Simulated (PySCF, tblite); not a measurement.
**C₅H₁₀N₂SSi₂: geometry, infrared bands and NMR shifts**

Wanted: the infrared bands and NMR shifts of C₅H₁₀N₂SSi₂ (`Nc1cccnc1[SiH2]S[SiH3]`), by calculation.

Programs: tblite 0.8.0 and PySCF 2.14.0, with density-fitted response routines of our own. Each step states its level of theory. These are calculated values for one molecule in the gas phase, unless marked as measured. Atoms are numbered from 0 throughout.

### 1 Starting geometry

20 atoms, charge 0, multiplicity 1; geometry from: force field or distance geometry start.

Bonds of the start (Å): N0–C1 1.42, C1–C2 1.37, C2–C3 1.39, C3–C4 1.38, C4–N5 1.36, N5–C6 1.35, C6–Si7 1.82, Si7–S8 2.16, S8–Si9 2.15, C6–C1 1.40, N0–H10 1.05, N0–H11 1.03, C2–H12 1.08, C3–H13 1.09, C4–H14 1.09, Si7–H15 1.47, Si7–H16 1.48, Si9–H17 1.45, Si9–H18 1.49, Si9–H19 1.48.

### 2 Geometry optimisation with GFN2-xTB

What the job is given:

```
{"job": {"kind": "relax", "xc": "GFN2-xTB", "basis": "xTB"}, "charge": 0, "multiplicity": 1}
N     -1.628400    -2.099200    -0.449800
C     -1.669600    -0.686300    -0.340300
C     -2.857500    -0.015600    -0.459400
C     -2.817700     1.369500    -0.343300
C     -1.640300     2.037900    -0.080600
N     -0.483900     1.331800     0.032400
C     -0.470100    -0.014300    -0.085300
Si     1.118000    -0.892900     0.098000
S      2.647700    -0.161900    -1.247600
Si     4.187200     0.615000     0.042800
H     -2.390800    -2.672200    -0.011600
H     -0.854700    -2.534100    -0.981000
H     -3.774200    -0.559900    -0.644400
H     -3.746800     1.936500    -0.436000
H     -1.668000     3.126600     0.004100
H      0.963700    -2.350800    -0.061400
H      1.548100    -0.665700     1.499300
H      3.648400     1.726500     0.808100
H      4.501300    -0.506400     0.972200
H      5.382200     1.026200    -0.729200
```

Launch:

```
> OMP_NUM_THREADS=1 python probes_run.py task.json out
```

The driver reads the jobs from task.json and runs them one after another.

**Question.** This job is followed by: GFN2-xTB harmonic vibrations, gas phase; GIAO PBE0/pcSseg-1 NMR shielding, non-relativistic, gas phase. Predict these results of the whole session: strongest single infrared mode (GFN2-xTB); zero-point energy (GFN2-xTB); ¹³C shifts against TMS (PBE0/pcSseg-1); ¹H shifts against TMS (PBE0/pcSseg-1, means over atoms taken as alike); ¹⁵N shifts against NH3 (PBE0/pcSseg-1); ²⁹Si shifts against TMS (PBE0/pcSseg-1); ³³S shifts against CS2 (PBE0/pcSseg-1).

The runs gave:

```
                                                              quantity                                   value
                             strongest single infrared mode (GFN2-xTB)                    784 cm⁻¹, 311 km/mol
                                          zero-point energy (GFN2-xTB)                           84.6 kcal/mol
                                ¹³C shifts against TMS (PBE0/pcSseg-1)   154.6, 144.0, 143.6, 131.1, 122.9 ppm
¹H shifts against TMS (PBE0/pcSseg-1, means over atoms taken as alike)  8.26, 7.21, 6.87, 5.47, 4.35, 4.24 ppm
                                ¹⁵N shifts against NH3 (PBE0/pcSseg-1)                         382.0, 82.7 ppm
                               ²⁹Si shifts against TMS (PBE0/pcSseg-1)                        -35.3, -59.8 ppm
                                ³³S shifts against CS2 (PBE0/pcSseg-1)                                -327 ppm
```

In words: The optimisation took 214 steps and gained 0.881 eV; among the close pairs (by a distance rule), C6–Si7 changed most, from 1.824 to 1.882 Å. No mode is imaginary among the 54: a minimum at this level. The strongest single mode, at 784 cm⁻¹, moves mainly H17 and H18. Unscaled tight-binding wavenumbers are off by several per cent, some by more. Its intensities can rank the bands wrongly. At PBE0/pcSseg-1: The largest span, 744 ppm, is at N5, where the paramagnetic term is -446 ppm. NICS(1)zz of -24 ppm above the planar ring from C1 marks a diatropic (aromatic) ring current.
